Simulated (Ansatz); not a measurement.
**CH₅NSn: up Jacob's ladder to CCSD(T)**

The task here is to estimate one member of a computed series from the others.

The runs use Ansatz 0.2.0, Gaussian basis; functionals in def2-TZVPP, the program's frozen cores in correlated methods.

The runs, in order: LDA (SPW92), PBE-D4, revPBE-D4, BLYP-D4, r2SCAN-D4, B97M-V, PBE0-D4, B3LYP-D4, r2SCANh-D4, r2SCAN0-D4, HSE06-D4, BHLYP-D4, CAM-B3LYP-D4, LC-ωPBE, ωB97X-V, ωB97M-V, B2PLYP, PBE-QIDH; CCSD(T)/def2-SVP; CCSD(T)/def2-TZVPP; MP2/def2-QZVPP; extrapolation to the limit; RPA on PBE.

## The relaxed structure

The geometry comes from an earlier relaxation with PBE0-D4 in a triple-zeta def2 set; it is a stationary point, not always the lowest conformer. Sn takes the def2 core potential; no spin-orbit term is included.

SMILES `N=[CH][SnH3]`, 8 atoms, charge 0, spin multiplicity 1.

Atoms are counted from 1 here; the program's logs count them from 0.

Bond lengths: N1–C2 1.265 Å, N1–H4 1.024 Å, C2–Sn3 2.158 Å, C2–H5 1.101 Å, Sn3–H6 1.700 Å, Sn3–H7 1.709 Å, Sn3–H8 1.709 Å. Angles: C2–N1–H4 111.7°, N1–C2–Sn3 118.6°, N1–C2–H5 122.5°, Sn3–C2–H5 118.9°, C2–Sn3–H6 108.6°, C2–Sn3–H7 109.2°, C2–Sn3–H8 109.2°, H6–Sn3–H7 110.8°, H6–Sn3–H8 110.8°, H7–Sn3–H8 108.3°.

Set-up of the first run:

in.yaml reads:

```yaml
crystal:
  periodic: [false, false, false]
  atoms:
    - {symbol: N, position_ang: [-1.283920, 0.969689, -0.850698]}
    - {symbol: C, position_ang: [-0.461761, 0.008763, -0.832759]}
    - {symbol: Sn, position_ang: [0.756228, -0.274948, 0.925578]}
    - {symbol: H, position_ang: [-1.804204, 1.006392, -1.731820]}
    - {symbol: H, position_ang: [-0.344373, -0.685934, -1.678574]}
    - {symbol: H, position_ang: [0.349660, 0.917880, 2.066235]}
    - {symbol: H, position_ang: [2.404842, -0.160536, 0.490103]}
    - {symbol: H, position_ang: [0.475528, -1.838408, 1.556235]}
basis:
  gaussian: {orbitals: def2-TZVPP}
hamiltonian: {xc: lda}
output: {orbitals: {seedname: orbitals}}
```

Started as:

```bash
ansatz run in.yaml --threads 2 --pin off --events-out ev --progress --plain --max-ram 4352MiB
```

Steps of the session up to this table: LDA; PBE-D4 (GGA); revPBE-D4 (GGA); BLYP-D4 (GGA); r2SCAN-D4 (meta-GGA); B97M-V (meta-GGA); PBE0-D4 (hybrid); B3LYP-D4 (hybrid); r2SCANh-D4 (hybrid); r2SCAN0-D4 (hybrid); HSE06-D4 (hybrid); BHLYP-D4 (hybrid); CAM-B3LYP-D4 (range-separated); LC-ωPBE (range-separated); ωB97X-V (range-separated); ωB97M-V (range-separated); B2PLYP (double hybrid); PBE-QIDH (double hybrid).

One table of the session follows, with a row left open; its other results are not shown here.

It belongs to the step «Frontier levels by functional». 

```
  functional  HOMO (eV)  gap (eV)
 LDA (SPW92)      -5.87      3.72
      PBE-D4      -5.80      3.88
   revPBE-D4      -5.76      3.94
     BLYP-D4      -5.72      3.93
   r2SCAN-D4      -6.06      4.35
      B97M-V      -6.23      4.60
     PBE0-D4      -7.13      6.33
    B3LYP-D4      -6.94      5.88
  r2SCANh-D4      -6.56      5.26
  r2SCAN0-D4          ?         ?
    HSE06-D4      -6.74      5.55
    BHLYP-D4      -8.41      8.79
CAM-B3LYP-D4      -8.50      8.90
     LC-ωPBE      -9.78     11.40
     ωB97X-V      -9.49     11.00
     ωB97M-V      -9.38     10.77
```

Q: Estimate the row for r2SCAN0-D4 from the others.

Worked estimate for «HOMO (eV)». Against the share of exact exchange, r2SCAN-D4 (0, -6.06), r2SCANh-D4 (0.1, -6.56) give a slope of -5.00 per unit share; at 0.25 the line stands at -7.31.

The run gave: HOMO (eV): -7.31; gap (eV): 6.62. In «HOMO (eV)» the line misses by 0.00.
